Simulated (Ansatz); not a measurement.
Relaxation of a periodic cell of 13 atoms, Ti12H (host Ti, host structure hcp, interstitial H), to a largest force component of 0.08 eV/Å in at most 25 steps.

These are results of DFT PBE-D3(BJ), scalar-relativistic, plane waves, PAW (Ansatz 0.2.0), not measurements. Settings: accuracy low, cutoff 420 eV, k mesh 2x2x2, fermi-dirac smearing 0.1 eV, no spin polarisation.

```xyz
13
Lattice="5.9000 0.0000 0.0000 -4.4250 7.6643 0.0000 0.0000 0.0000 4.6846" Properties=species:S:1:pos:R:3
Ti 0.000 0.000 0.000
Ti 0.000 1.703 2.342
Ti -1.475 2.555 0.000
Ti -1.475 4.258 2.342
Ti -2.950 5.110 0.000
Ti -2.950 6.813 2.342
Ti 2.950 0.000 0.000
Ti 2.950 1.703 2.342
Ti 1.475 2.555 0.000
Ti 1.475 4.258 2.342
Ti 0.000 5.110 0.000
Ti 0.000 6.813 2.342
H 2.921 1.636 4.097
```

**Question.** Where does it end, and by what steps?

**Answer.** It converged. The threshold is loose, so the end isn't yet a minimum. Limits of this set-up: coarse k mesh, odd electron count without spin, low accuracy level. After 3 steps the energy has fallen by 0.165 eV; H13 moved furthest, 0.11 Å.

```
step  energy less start (eV)  largest force component (eV/Å)  accepted
   0                  0.0000                           1.171       yes
   1                 -0.1362                           0.366       yes
   2                 -0.1634                           0.098       yes
   3                 -0.1654                           0.027       yes
```

```xyz
13
Lattice="5.9000 0.0000 0.0000 -4.4250 7.6643 0.0000 0.0000 0.0000 4.6846" Properties=species:S:1:pos:R:3
Ti 0.013 -0.007 0.001
Ti -0.015 1.721 2.321
Ti -1.410 2.589 0.006
Ti -1.474 4.270 2.308
Ti -2.951 5.082 -0.011
Ti -2.971 6.796 2.336
Ti 2.950 -0.101 0.035
Ti 2.936 1.709 2.313
Ti 1.425 2.584 0.017
Ti 1.447 4.259 2.319
Ti 0.024 5.121 -0.021
Ti -0.009 6.811 2.333
H 2.957 1.677 4.195
```

Whether the end is a true minimum wasn't checked by a vibrational analysis.

Run time: 22 s on 1 thread of Arm Neoverse V2 (shared host), peak memory 0.5 GiB.
